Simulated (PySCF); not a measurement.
# A gas-phase reaction: H2O3W + Br2 → BrHO3W + BrH

Wanted: the reaction energy for `[O]=[WH](=[O])[OH]` + `BrBr` → `[O]=[W](=[O])([OH])[Br]` + `Br`.

Programs: PySCF 2.14.0. All values are calculated, for the isolated system unless a continuum is named. Atoms count from 0, parts from 1.

## (1) Starting point

Each species was relaxed by itself at PBE0-D3(BJ)/def2-SVP.

## (2) Energies of the species: wB97M-D3(BJ)/def2-TZVPD

What the job is given:

```
{"job": {"kind": "react", "xc": "wB97M-D3(BJ)", "basis": "def2-TZVPD"}, "charge": 0, "multiplicity": 1}
-1 H2O3W charge 0 multiplicity 1
O     -0.511410    -1.753870    -0.212240
W     -0.388550    -0.089010     0.106840
O     -1.733820     0.697270    -0.575420
O      1.251420     0.701050    -0.337910
H     -0.678800     0.021870     1.796970
H      2.060860     0.422520    -0.778210

-1 Br2 charge 0 multiplicity 1
Br     1.148960    -0.015940     0.004850
Br    -1.149170     0.006210    -0.003810

+1 BrHO3W charge 0 multiplicity 1
O     -1.744910     0.271130     0.567240
W     -0.256200    -0.297480    -0.015940
O      0.232370    -1.509170     1.067840
O      0.989760     1.090210    -0.016980
Br    -0.580440    -1.272490    -2.213940
H      1.359360     1.717720     0.611850

+1 BrH charge 0 multiplicity 1
Br     0.713860    -0.009820     0.004410
H     -0.708040     0.013200    -0.004700
```

Level: wB97M-D3(BJ)/def2-TZVPD reaction energy of separated species, gas phase.

Command:

```bash
$ OMP_NUM_THREADS=1 python cluster_run.py task.json out
```

This one command runs all jobs of the session in turn.

Standard output:

```text
species 1 (H2O3W)
coarse grid: 29424 points
cycle   1  E = -293.6281644125  dE = -2.216e+01  |g| = 1.777e+00  |ddm| = 1.570e+01
cycle   2  E = -290.9924368969  dE =  2.636e+00  |g| = 4.244e+00  |ddm| = 3.317e+00
cycle   3  E = -294.1802072552  dE = -3.188e+00  |g| = 4.214e-01  |ddm| = 2.329e+00
cycle   4  E = -294.2007090608  dE = -2.050e-02  |g| = 2.530e-01  |ddm| = 3.112e-01
cycle   5  E = -294.2110997108  dE = -1.039e-02  |g| = 3.352e-02  |ddm| = 1.201e-01
cycle   6  E = -294.2113594033  dE = -2.597e-04  |g| = 9.153e-03  |ddm| = 3.134e-02
cycle   7  E = -294.2113785263  dE = -1.912e-05  |g| = 7.362e-03  |ddm| = 1.188e-02
cycle   8  E = -294.2113901798  dE = -1.165e-05  |g| = 1.922e-03  |ddm| = 5.019e-03
cycle   9  E = -294.2113921533  dE = -1.973e-06  |g| = 5.862e-04  |ddm| = 2.869e-03
final grid: 59960 points
cycle  10  E = -294.2111577237  dE = -3.047e-07  |g| = 4.516e-04  |ddm| = 2.028e-03
cycle  11  E = -294.2111577609  dE = -3.718e-08  |g| = 5.338e-04  |ddm| = 6.933e-04
cycle  12  E = -294.2111578138  dE = -5.288e-08  |g| = 1.787e-04  |ddm| = 3.288e-04
cycle  13  E = -294.2111578253  dE = -1.159e-08  |g| = 7.052e-05  |ddm| = 1.560e-04
cycle  14  E = -294.2111578313  dE = -5.988e-09  |g| = 2.437e-05  |ddm| = 1.991e-04
cycle  15  E = -294.2111578315  dE = -1.435e-10  |g| = 9.339e-06  |ddm| = 2.462e-05
converged SCF energy = -294.2111578315

species 2 (Br2)
coarse grid: 14664 points
cycle   1  E = -5148.2886662285  dE = -2.029e+00  |g| = 4.160e-01  |ddm| = 1.566e+00
cycle   2  E = -5148.3001169648  dE = -1.145e-02  |g| = 2.964e-01  |ddm| = 3.430e-01
cycle   3  E = -5148.3083925023  dE = -8.276e-03  |g| = 9.027e-03  |ddm| = 1.531e-01
cycle   4  E = -5148.3084373064  dE = -4.480e-05  |g| = 2.031e-03  |ddm| = 1.261e-02
cycle   5  E = -5148.3084408915  dE = -3.585e-06  |g| = 6.303e-04  |ddm| = 4.114e-03
final grid: 26152 points
cycle   6  E = -5148.3084333503  dE = -1.140e-07  |g| = 3.746e-04  |ddm| = 9.022e-04
cycle   7  E = -5148.3084333749  dE = -2.463e-08  |g| = 2.466e-04  |ddm| = 4.860e-04
cycle   8  E = -5148.3084333897  dE = -1.482e-08  |g| = 2.199e-05  |ddm| = 1.761e-04
cycle   9  E = -5148.3084333900  dE = -2.237e-10  |g| = 1.113e-05  |ddm| = 3.001e-05
converged SCF energy = -5148.3084333900

species 3 (BrHO3W)
coarse grid: 34280 points
cycle   1  E = -2867.2063847628  dE = -2.336e+01  |g| = 1.848e+00  |ddm| = 1.591e+01
cycle   2  E = -2863.9702721804  dE =  3.236e+00  |g| = 4.652e+00  |ddm| = 3.634e+00
cycle   3  E = -2867.8018440989  dE = -3.832e+00  |g| = 4.657e-01  |ddm| = 2.584e+00
cycle   4  E = -2867.8254772130  dE = -2.363e-02  |g| = 2.892e-01  |ddm| = 3.590e-01
cycle   5  E = -2867.8390804115  dE = -1.360e-02  |g| = 3.469e-02  |ddm| = 1.383e-01
cycle   6  E = -2867.8393490250  dE = -2.686e-04  |g| = 1.024e-02  |ddm| = 3.286e-02
cycle   7  E = -2867.8393787795  dE = -2.975e-05  |g| = 2.702e-03  |ddm| = 1.311e-02
cycle   8  E = -2867.8393827526  dE = -3.973e-06  |g| = 1.800e-03  |ddm| = 4.899e-03
final grid: 67664 points
cycle   9  E = -2867.8391393074  dE = -2.915e-07  |g| = 2.496e-03  |ddm| = 4.367e-03
cycle  10  E = -2867.8391368687  dE =  2.439e-06  |g| = 4.568e-03  |ddm| = 3.546e-03
cycle  11  E = -2867.8391405128  dE = -3.644e-06  |g| = 3.744e-04  |ddm| = 2.280e-03
cycle  12  E = -2867.8391405470  dE = -3.420e-08  |g| = 1.191e-04  |ddm| = 3.115e-04
cycle  13  E = -2867.8391405631  dE = -1.608e-08  |g| = 1.336e-04  |ddm| = 3.764e-04
cycle  14  E = -2867.8391405670  dE = -3.884e-09  |g| = 1.516e-05  |ddm| = 1.131e-04
cycle  15  E = -2867.8391405671  dE = -1.237e-10  |g| = 8.691e-06  |ddm| = 2.387e-05
converged SCF energy = -2867.8391405671

species 4 (BrH)
coarse grid: 9808 points
cycle   1  E = -2574.7445271078  dE = -1.114e+00  |g| = 2.813e-01  |ddm| = 9.891e-01
cycle   2  E = -2574.7574656727  dE = -1.294e-02  |g| = 1.487e-01  |ddm| = 2.652e-01
cycle   3  E = -2574.7608924684  dE = -3.427e-03  |g| = 8.639e-03  |ddm| = 8.694e-02
cycle   4  E = -2574.7609297587  dE = -3.729e-05  |g| = 2.515e-03  |ddm| = 1.266e-02
cycle   5  E = -2574.7609341592  dE = -4.400e-06  |g| = 6.636e-04  |ddm| = 4.933e-03
final grid: 18448 points
cycle   6  E = -2574.7609188613  dE = -1.901e-07  |g| = 4.147e-04  |ddm| = 9.407e-04
cycle   7  E = -2574.7609188889  dE = -2.761e-08  |g| = 2.984e-04  |ddm| = 4.152e-04
cycle   8  E = -2574.7609188967  dE = -7.865e-09  |g| = 3.345e-05  |ddm| = 1.455e-04
cycle   9  E = -2574.7609188978  dE = -1.021e-09  |g| = 1.092e-05  |ddm| = 6.316e-05
cycle  10  E = -2574.7609188978  dE = -5.866e-11  |g| = 1.700e-06  |ddm| = 1.273e-05
converged SCF energy = -2574.7609188978

Reaction energy = -50.856 kcal/mol
```

Run time: 42 s. Hardware: 1 thread of Arm Neoverse V1, shared host; peak memory 0.79 GiB.

Species by species (with the dispersion term, which the log's SCF energies lack):

```tsv
ν	species	energy (Eh)	HOMO (eV)
-1	[O]=[WH](=[O])[OH]	-294.21561	-11.64
-1	BrBr	-5148.30962	-10.44
+1	[O]=[W](=[O])([OH])[Br]	-2867.84479	-11.38
+1	Br	-2574.76149	-11.15
```

## (3) Energies of the species: PBE0-D3(BJ)/def2-TZVPD

The job, as its differences from that of step 2:

```diff
@@ -1,2 +1,2 @@
-{"job": {"kind": "react", "xc": "wB97M-D3(BJ)", "basis": "def2-TZVPD"}, "charge": 0, "multiplicity": 1}
+{"job": {"kind": "react", "xc": "PBE0", "basis": "def2-TZVPD", "disp": "d3bj"}, "charge": 0, "multiplicity": 1}
 -1 H2O3W charge 0 multiplicity 1
```

Method: PBE0-D3(BJ)/def2-TZVPD reaction energy of separated species, gas phase.

Standard output:

```text
species 1 (H2O3W)
coarse grid: 29424 points
cycle   1  E = -293.2648319171  dE = -2.166e+01  |g| = 1.915e+00  |ddm| = 1.567e+01
cycle   2  E = -285.6817899768  dE =  7.583e+00  |g| = 6.084e+00  |ddm| = 4.346e+00
cycle   3  E = -293.7947030176  dE = -8.113e+00  |g| = 9.298e-01  |ddm| = 3.619e+00
cycle   4  E = -293.8882735158  dE = -9.357e-02  |g| = 6.523e-01  |ddm| = 7.738e-01
cycle   5  E = -293.9620252338  dE = -7.375e-02  |g| = 9.127e-02  |ddm| = 3.038e-01
cycle   6  E = -293.9629016864  dE = -8.765e-04  |g| = 6.984e-02  |ddm| = 8.272e-02
cycle   7  E = -293.9636582448  dE = -7.566e-04  |g| = 3.224e-02  |ddm| = 4.407e-02
cycle   8  E = -293.9638550570  dE = -1.968e-04  |g| = 4.209e-03  |ddm| = 1.808e-02
cycle   9  E = -293.9638586078  dE = -3.551e-06  |g| = 1.587e-03  |ddm| = 3.839e-03
final grid: 59960 points
cycle  10  E = -293.9638563852  dE =  1.140e-06  |g| = 3.058e-03  |ddm| = 3.142e-03
cycle  11  E = -293.9638451317  dE =  1.125e-05  |g| = 8.424e-03  |ddm| = 5.707e-03
cycle  12  E = -293.9638579151  dE = -1.278e-05  |g| = 9.736e-04  |ddm| = 4.468e-03
cycle  13  E = -293.9638581038  dE = -1.886e-07  |g| = 1.258e-04  |ddm| = 6.681e-04
cycle  14  E = -293.9638581066  dE = -2.835e-09  |g| = 1.355e-05  |ddm| = 7.013e-05
cycle  15  E = -293.9638581066  dE = -3.797e-11  |g| = 6.271e-06  |ddm| = 1.250e-05
converged SCF energy = -293.9638581066

species 2 (Br2)
coarse grid: 14664 points
cycle   1  E = -5147.6955563411  dE = -1.989e+00  |g| = 4.158e-01  |ddm| = 1.610e+00
cycle   2  E = -5147.7001745671  dE = -4.618e-03  |g| = 3.188e-01  |ddm| = 3.040e-01
cycle   3  E = -5147.7078416337  dE = -7.667e-03  |g| = 2.255e-02  |ddm| = 1.635e-01
cycle   4  E = -5147.7079534083  dE = -1.118e-04  |g| = 7.927e-03  |ddm| = 2.334e-02
cycle   5  E = -5147.7079696499  dE = -1.624e-05  |g| = 5.815e-04  |ddm| = 6.028e-03
cycle   6  E = -5147.7079697086  dE = -5.870e-08  |g| = 9.435e-05  |ddm| = 7.049e-04
final grid: 26152 points
cycle   7  E = -5147.7079813423  dE = -3.387e-09  |g| = 8.881e-05  |ddm| = 2.113e-04
cycle   8  E = -5147.7079813426  dE = -2.801e-10  |g| = 7.656e-05  |ddm| = 1.003e-04
cycle   9  E = -5147.7079813430  dE = -4.266e-10  |g| = 2.374e-06  |ddm| = 3.918e-05
converged SCF energy = -5147.7079813430

species 3 (BrHO3W)
coarse grid: 34280 points
cycle   1  E = -2866.5605682474  dE = -2.288e+01  |g| = 1.968e+00  |ddm| = 1.589e+01
cycle   2  E = -2857.1729408850  dE =  9.388e+00  |g| = 6.382e+00  |ddm| = 6.382e+00
cycle   3  E = -2867.0726486333  dE = -9.900e+00  |g| = 1.051e+00  |ddm| = 5.685e+00
cycle   4  E = -2867.2005616354  dE = -1.279e-01  |g| = 7.363e-01  |ddm| = 9.311e-01
cycle   5  E = -2867.2947747647  dE = -9.421e-02  |g| = 8.105e-02  |ddm| = 3.660e-01
cycle   6  E = -2867.2959227790  dE = -1.148e-03  |g| = 3.810e-02  |ddm| = 8.036e-02
cycle   7  E = -2867.2961919358  dE = -2.692e-04  |g| = 8.789e-03  |ddm| = 2.740e-02
cycle   8  E = -2867.2961953501  dE = -3.414e-06  |g| = 9.267e-03  |ddm| = 1.132e-02
cycle   9  E = -2867.2962099076  dE = -1.456e-05  |g| = 2.829e-03  |ddm| = 5.516e-03
cycle  10  E = -2867.2962116347  dE = -1.727e-06  |g| = 7.583e-04  |ddm| = 2.480e-03
final grid: 67664 points
cycle  11  E = -2867.2961810022  dE =  1.511e-07  |g| = 1.580e-03  |ddm| = 3.062e-03
cycle  12  E = -2867.2961777356  dE =  3.267e-06  |g| = 4.418e-03  |ddm| = 3.198e-03
cycle  13  E = -2867.2961814250  dE = -3.689e-06  |g| = 4.994e-04  |ddm| = 2.382e-03
cycle  14  E = -2867.2961814764  dE = -5.141e-08  |g| = 5.899e-05  |ddm| = 3.913e-04
cycle  15  E = -2867.2961814771  dE = -7.121e-10  |g| = 2.464e-05  |ddm| = 4.718e-05
converged SCF energy = -2867.2961814771

species 4 (BrH)
coarse grid: 9808 points
cycle   1  E = -2574.4494960152  dE = -1.080e+00  |g| = 2.722e-01  |ddm| = 1.043e+00
cycle   2  E = -2574.4541294129  dE = -4.633e-03  |g| = 1.697e-01  |ddm| = 2.595e-01
cycle   3  E = -2574.4588726741  dE = -4.743e-03  |g| = 2.987e-02  |ddm| = 1.190e-01
cycle   4  E = -2574.4591012293  dE = -2.286e-04  |g| = 4.144e-03  |ddm| = 2.197e-02
cycle   5  E = -2574.4591052137  dE = -3.984e-06  |g| = 1.308e-03  |ddm| = 4.257e-03
final grid: 18448 points
cycle   6  E = -2574.4591063314  dE = -6.974e-08  |g| = 1.372e-03  |ddm| = 2.020e-03
cycle   7  E = -2574.4591063456  dE = -1.425e-08  |g| = 1.396e-03  |ddm| = 1.787e-03
cycle   8  E = -2574.4591065657  dE = -2.200e-07  |g| = 5.112e-05  |ddm| = 8.377e-04
cycle   9  E = -2574.4591065663  dE = -6.721e-10  |g| = 1.020e-05  |ddm| = 4.388e-05
converged SCF energy = -2574.4591065663

Reaction energy = -52.937 kcal/mol
```

It took 24 s on 1 thread of Arm Neoverse V1, shared host; peak memory 0.72 GiB.

Reaction energy at this level: -52.94 kcal/mol.

## (4) Side by side

Energies in kcal/mol, with wall time:

```tsv
run	reaction	time
wB97M-D3(BJ)/def2-TZVPD	-50.86	42 s
PBE0-D3(BJ)/def2-TZVPD	-52.94	24 s
```

## (5) What came out

| quantity | value |
| --- | --- |
| reaction energy (wB97M-D3(BJ)/def2-TZVPD) | -50.86 kcal/mol |
| ΔH, ΔG at 298 K (xTB thermal terms) | -50.6, -50.4 kcal/mol |
| range of the reaction energy over the runs of this table | -52.94 to -50.86 kcal/mol |

The reaction is exothermic by 50.6 kcal/mol in the gas phase; dispersion gives -0.36, and xTB itself gave -21.26 for the electronic energy (xTB energies and thermal terms come from the earlier relaxation of each species, not shown). No barrier was sought. xTB and this level differ widely in the electronic energy, so what comes from xTB (the thermal terms above all) is less safe here. The reaction energy runs from -52.94 (PBE0-D3(BJ)/def2-TZVPD) to -50.86 kcal/mol (wB97M-D3(BJ)/def2-TZVPD).
